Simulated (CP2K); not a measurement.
NaLaMnMoO6 under changes of volume

One of the cells (13.566 Å³/atom); the others are scaled copies at fixed shape and fractional positions:

```
Na La Mn Mo O
1.0
     5.43213    0.00000    0.00000
     2.43338    4.93995    0.00000
     0.10350    2.66612    5.05559
Na La Mn Mo O
1 1 1 1 6
Direct
  0.69740 0.05972 0.73638
  0.41072 0.51412 0.00994
  0.92147 0.57866 0.41655
  0.21633 0.97870 0.33337
  0.56869 0.61375 0.56391
  0.40995 0.05114 0.05764
  0.31236 0.21070 0.45135
  0.04288 0.86047 0.12140
  0.05836 0.76646 0.60633
  0.86183 0.36628 0.20313
```

The cell was built by a generator and needn't be a form met in nature.

* Program: CP2K 2026.2
* Functional: PBE
* Potentials or basis: POTENTIAL_UZH Na GTH-PBE-q9, Mo GTH-PBE-q14, O GTH-PBE-q6; GTH_POTENTIALS La GTH-PBE-q11, Mn GTH-PBE-q15; TZVP-MOLOPT-PBE-GTH, TZVP-MOLOPT-SR-GTH basis
* Density cutoff: 18368 eV
* k mesh: 6 × 6 × 5
* Occupations: fermi-dirac, width 0.05 eV
* Spin: collinear spin, ferromagnetic start
* Starting moments: [0.0, 0.0, 4.0, 1.0, 0.0, 0.0, 0.0, 0.0, 0.0, 0.0] μB

```csv
volume (Å³/atom),energy over the lowest point (meV/atom),pressure (GPa)
12.752,?,?
13.024,17.47,8.7
13.295,5.96,5.0
13.566,0.36,1.7
13.838,0.00,-1.2
14.109,4.40,-3.9
14.380,13.04,-6.3
```

Problem. What does the run at 12.752 Å³/atom give?

Solution. Energy over the lowest point 35.47 meV/atom; pressure 12.7 GPa.

Worked out: A Birch-Murnaghan fit of order 3 (a polynomial in V^(-2/3)) to the other rows has its minimum at 13.72 Å³/atom with B0 = V·E''(V) = 148 GPa and B' = 4.5 at fixed shape and positions, which overstates the stiffness. It gives 35.60 meV/atom at 12.752 Å³/atom, against the run's 35.47, and -dE/dV = 12.8 GPa, against 12.7.

Energies are extrapolated to zero smearing.

Caveats: the basis of atomic orbitals isn't converged, which shifts pressures, moduli and gaps; the total moment is fixed, so each spin has its own Fermi level; a cell with one magnetic atom can't hold antiferromagnetic order, which such compounds often take.
